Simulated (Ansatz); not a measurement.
# BAs: relaxation

Computed with Ansatz 0.2.0 (DFT r²SCAN, frozen-core PAW, scalar-relativistic unless said, unless a step's input says otherwise).

## 1. The system as given

Symmetry: F-43m, No. 216, cubic system. The conventional cell has a = 4.777 Å, b = 4.777 Å, c = 4.777 Å, α = 90.00°, β = 90.00°, γ = 90.00°. Around B (site symmetry -43m) lie 4 As at 2.07 Å. As (site symmetry -43m) has 4 B at 2.07 Å as nearest neighbours.

Structure file:

```cif
data_structure
_symmetry_space_group_name_H-M 'F-43m'
_symmetry_Int_Tables_number 216
_cell_length_a 4.7770
_cell_length_b 4.7770
_cell_length_c 4.7770
_cell_angle_alpha 90.000
_cell_angle_beta 90.000
_cell_angle_gamma 90.000
_cell_volume 109.01
loop_
_atom_site_label
_atom_site_type_symbol
_atom_site_symmetry_multiplicity
_atom_site_Wyckoff_symbol
_atom_site_fract_x
_atom_site_fract_y
_atom_site_fract_z
_atom_site_occupancy
B1 B 4 a 0.00000 0.00000 0.00000 1
As1 As 4 c 0.25000 0.25000 0.25000 1
```

Cartesian axes are those of the input's lattice vectors. The structure comes from a database and needn't be the usual phase.

## 2. Cell and atoms relaxed, PAW

File input.yaml:

```yaml
crystal:
  lattice:
    - [0.0, 2.3885, 2.3885]
    - [2.3885, 0.0, 2.3885]
    - [2.3885, 2.3885, 0.0]
  atoms:
    - { symbol: B, position: [0.0, 0.0, 0.0] }
    - { symbol: As, position: [0.75, 0.75, 0.75] }
kpoints:
  mp_grid: { grid: [12, 12, 12] }
scf:
  occupations: { method: fermi_dirac, width: 0.1 }
hamiltonian:
  xc: r2scan
  pseudopotentials: { kind: paw }
relax:
  f_tol: 0.002
  max_steps: 80
  cell: {}
output:
  forces: true
  stress: true
  write_density: true
  write_potential: true
  elf: true
  volumetric_format: npy
```

Command:

```sh
ansatz run input.yaml --threads 1 --pin off --max-ram 3072MiB --backend cpu --events-out ev --progress --plain --runs-dir out
```

What time and memory should one allow on 1 thread of Arm Neoverse V2, shared host?

About 18 s, with a peak of 0.4 GiB.
